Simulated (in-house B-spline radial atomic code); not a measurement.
**Au²⁺: ionisation energy by several methods**

The task here is to estimate one member of a computed series from the others.

Method: Dirac-Coulomb, several functionals; spherical all-electron atom at the radial basis limit. Code: in-house B-spline radial atomic code version 1.

## The system

| Item | Value |
| --- | --- |
| element | gold (Z = 79) |
| charge | +2 |
| electrons | 77 |
| configuration | [Xe] 4f14 5d9 |
| nucleus | Fermi, rms radius 5.437 fm |

Outer shells as boxes (Hund's rule):

[Xe] 4f14 5d9
```
[Xe] core
4f [↑↓][↑↓][↑↓][↑↓][↑↓][↑↓][↑↓]
5d [↑↓][↑↓][↑↓][↑↓][↑ ]
```

The boxes only draw the filling; these runs are spin-restricted and spherical.

Set-up of the first run:

Input settings:

```ini
Z = 79
electrons = 77.0
configuration = [Xe] 4f14 5d9
hamiltonian = dirac
method = pbesol
spin_polarised = False
nucleus = fermi
rms_radius = 5.4371
mass_number = 197
atomic_mass = 196.966570103
speed_of_light = 137.035999084
```

Among the steps run: PBEsol; OLYP; PBE; RPBE; BP86; BLYP.

One of the session's tables, all rows but one given; the rest of the session is left out.

| method | ΔSCF (eV) | with Breit, QED, recoil (eV) |
| --- | --- | --- |
| PBEsol | 33.910 | 33.916 |
| OLYP | 33.933 | 33.940 |
| PBE | 33.879 | 33.885 |
| RPBE | 33.796 | 33.802 |
| BP86 | ? | ? |
| BLYP | 33.758 | 33.763 |

Estimate the missing values for BP86.

As computed: ΔSCF (eV): 33.991; with Breit, QED, recoil (eV): 33.997. In the column «ΔSCF (eV)» it is the highest.
